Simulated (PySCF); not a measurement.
# C2H3F4NSi: the cost of one run

Computed with PySCF 2.14.0, with density-fitted response routines of our own, on a single molecule in the gas phase. Atoms count from 0, in the outputs and in this text.

## (1) The starting structure

11 atoms, charge 0, multiplicity 1; geometry from: GFN2-xTB. The atoms were then displaced at random by about 0.01 Å, so the start is not that level's minimum.

Bonds of the start (Å): F0–Si1 1.61, Si1–N2 1.74, N2–C3 1.18, C3–C4 1.55, C4–F5 1.33, C4–F6 1.35, C4–F7 1.32, Si1–H8 1.44, Si1–H9 1.44, C3–H10 1.11.

## (2) Optimising the geometry at PBE0-D3(BJ)/def2-SVP

What the job is given:

```
{"job": {"xc": "PBE0", "basis": "def2-SVP", "d3": "d3bj", "grid": 1, "shake": 0.01, "kind": "geom"}, "charge": 0, "multiplicity": 1}
F      2.767020     0.447850     1.299910
Si     1.790780    -0.015370     0.100650
N      0.379870     0.972740     0.377110
C     -0.787450     0.848620     0.226250
C     -1.495520    -0.439430    -0.281240
F     -1.076660    -0.745700    -1.509540
F     -1.204380    -1.488480     0.510760
F     -2.807660    -0.313340    -0.326780
H      1.666580    -1.440760     0.277420
H      2.328890     0.491360    -1.136830
H     -1.523380     1.656680     0.446630
```

The run is started by

```console
> OMP_NUM_THREADS=1 python probes_run.py task.json out
```

This one command runs all jobs of the session in turn.

**Question.** How long does this first job take on 1 thread of Arm Neoverse N1, shared host, and how much memory does it need?

About 3.4 min, with a peak of 0.54 GiB.
